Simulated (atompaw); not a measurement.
# Pd: the cost of one run

Method: atompaw 4.2.0.5, LDA (PW92), scalar-relativistic.

## 1. Settings

The settings as typed:

* element: palladium (Pd, Z = 46)
* type: PAW
* frozen core: [Ar] 3d10
* valence charge: 18
* reference configuration: 4s2 4p6 4d10 5s0 5p0
* partial waves: 4s (bound): rc 1.55 bohr; 5s (bound, empty): rc 1.85 bohr; 4p (bound): rc 1.10 bohr; 5p (bound, empty): rc 1.65 bohr; 4d (bound): rc 1.85 bohr; 4d channel at 4.3 Ry: rc 1.85 bohr
* local potential: troulliermartins scheme with l = 3 at 0 Ry, radius 1.70 bohr
* core correction: smooth core density matched at 1.70 bohr
* augmentation charge: gaussian compensation charge, radius 1.65 bohr; PAW radius 1.85 bohr; waves and projectors: custom polynom2 7 10 vanderbiltortho

## 2. Generation

File Pd.input:

```
Pd 46
LDA-PW scalarrelativistic loggrid 1500 logderivrange -8 5 326
5 5 4 0 0 0
5 0 0
5 1 0
0 0 0
c
c
c
v
v
c
c
v
v
c
v
2
1.85 1.65 1.70 1.70
n
n
y
4.3
n
custom polynom2 7 10 vanderbiltortho gaussian
3 0 troulliermartins
1.55
1.85
1.10
1.65
1.85
1.85
PWSCFOUT
UPFDX 0.0125d0 UPFXMIN -7.d0 UPFZMESH 46.d0
END
```

The run is started by

```sh
atompaw < Pd.input > Pd.log
```

**Question.** How long does this run take on 1 thread of AMD EPYC 7R13, shared host?

About 4.6 s.
